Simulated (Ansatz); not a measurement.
# C6H11AuN2O: small, medium and large basis sets

An exercise on one series of results from a longer session: the logs are not shown, and one member is left open.

The runs use Ansatz 0.2.0, Gaussian basis; one geometry, several basis sets.

Levels to be run: PBE0-D4/def2-SVP; ωB97M-V/def2-SVP; PBE0-D4/def2-QZVPP; ωB97M-V/def2-QZVPP; the functionals' def2-TZVPP values are taken from earlier runs.

**The geometry**

An earlier PBE0-D4 in a triple-zeta def2 set relaxation fixed the geometry. Au takes the def2 core potential; no spin-orbit term is included.

SMILES `C[O][Au-][c+]1n(C)ccn1C`, 21 atoms, charge 0, spin multiplicity 1.

Atoms are counted from 1 here; the program's logs count them from 0.

Bond lengths: C1–O2 1.389 Å, C1–H11 1.103 Å, C1–H12 1.100 Å, C1–H13 1.103 Å, O2–Au3 1.969 Å, Au3–C4 1.969 Å, C4–N5 1.353 Å, C4–N9 1.353 Å, N5–C6 1.444 Å, N5–C7 1.374 Å, C6–H14 1.088 Å, C6–H15 1.091 Å, C6–H16 1.091 Å, C7–C8 1.349 Å, C7–H17 1.077 Å, C8–N9 1.374 Å, C8–H18 1.077 Å, N9–C10 1.444 Å and more. Angles: O2–C1–H11 113.5°, O2–C1–H12 109.0°, O2–C1–H13 113.5°, H11–C1–H12 106.7°, H11–C1–H13 106.9°, H12–C1–H13 106.8°, C1–O2–Au3 120.6°, O2–Au3–C4 176.8°, Au3–C4–N5 127.9°, Au3–C4–N9 127.7°, N5–C4–N9 104.4°, C4–N5–C6 124.4°, C4–N5–C7 111.1°, C6–N5–C7 124.4°, N5–C6–H14 107.9°, N5–C6–H15 110.3°, N5–C6–H16 110.3°, H14–C6–H15 109.4° and more.

Set-up of the first run:

Contents of in.yaml:

```yaml
crystal:
  periodic: [false, false, false]
  atoms:
    - {symbol: C, position_ang: [1.478064, -3.583324, -1.745096]}
    - {symbol: O, position_ang: [2.053448, -2.519902, -1.060550]}
    - {symbol: Au, position_ang: [0.944185, -1.026698, -0.414911]}
    - {symbol: C, position_ang: [-0.073711, 0.512639, 0.271936]}
    - {symbol: N, position_ang: [-1.401418, 0.747935, 0.161370]}
    - {symbol: C, position_ang: [-2.333268, -0.128903, -0.507265]}
    - {symbol: C, position_ang: [-1.747476, 1.930621, 0.770199]}
    - {symbol: C, position_ang: [-0.611349, 2.452707, 1.275927]}
    - {symbol: N, position_ang: [0.399285, 1.575321, 0.963137]}
    - {symbol: C, position_ang: [1.784796, 1.764262, 1.323494]}
    - {symbol: H, position_ang: [0.982393, -3.285576, -2.684649]}
    - {symbol: H, position_ang: [2.264451, -4.303177, -2.016012]}
    - {symbol: H, position_ang: [0.731358, -4.136826, -1.150851]}
    - {symbol: H, position_ang: [-1.774213, -0.977808, -0.896272]}
    - {symbol: H, position_ang: [-3.089730, -0.484661, 0.194255]}
    - {symbol: H, position_ang: [-2.819438, 0.393491, -1.332845]}
    - {symbol: H, position_ang: [-2.760050, 2.295700, 0.791809]}
    - {symbol: H, position_ang: [-0.438759, 3.362674, 1.824816]}
    - {symbol: H, position_ang: [2.348899, 0.909794, 0.954448]}
    - {symbol: H, position_ang: [2.173667, 2.676999, 0.869022]}
    - {symbol: H, position_ang: [1.888868, 1.824711, 2.408046]}
basis:
  gaussian: {orbitals: def2-SVP}
hamiltonian: {xc: pbe0, dispersion: d4}
output: {orbitals: {seedname: orbitals}}
```

Run with:

```sh
ansatz run in.yaml --threads 4 --pin off --events-out ev --progress --plain --max-ram 46080MiB --backend cpu
```

Among the steps run: PBE0-D4 in def2-SVP; ωB97M-V in def2-SVP; PBE0-D4 in def2-QZVPP; ωB97M-V in def2-QZVPP.

One of the session's tables, all rows but one given; the rest of the session is left out.

It belongs to the step «Density functionals: the series». 

```
functional       basis  HOMO (eV)  LUMO (eV)
   PBE0-D4    def2-SVP      -5.14      -0.14
   PBE0-D4  def2-TZVPP      -5.34      -0.29
   PBE0-D4  def2-QZVPP      -5.39      -0.39
   ωB97M-V    def2-SVP          ?          ?
   ωB97M-V  def2-TZVPP      -7.61       1.40
   ωB97M-V  def2-QZVPP      -7.67       0.90
```

**Question.** Estimate the row for ωB97M-V, def2-SVP.

The run gave: HOMO (eV): -7.39; LUMO (eV): 1.69. In the column «HOMO (eV)» it lies between ωB97M-V, def2-TZVPP (-7.61) and PBE0-D4, def2-QZVPP (-5.39).
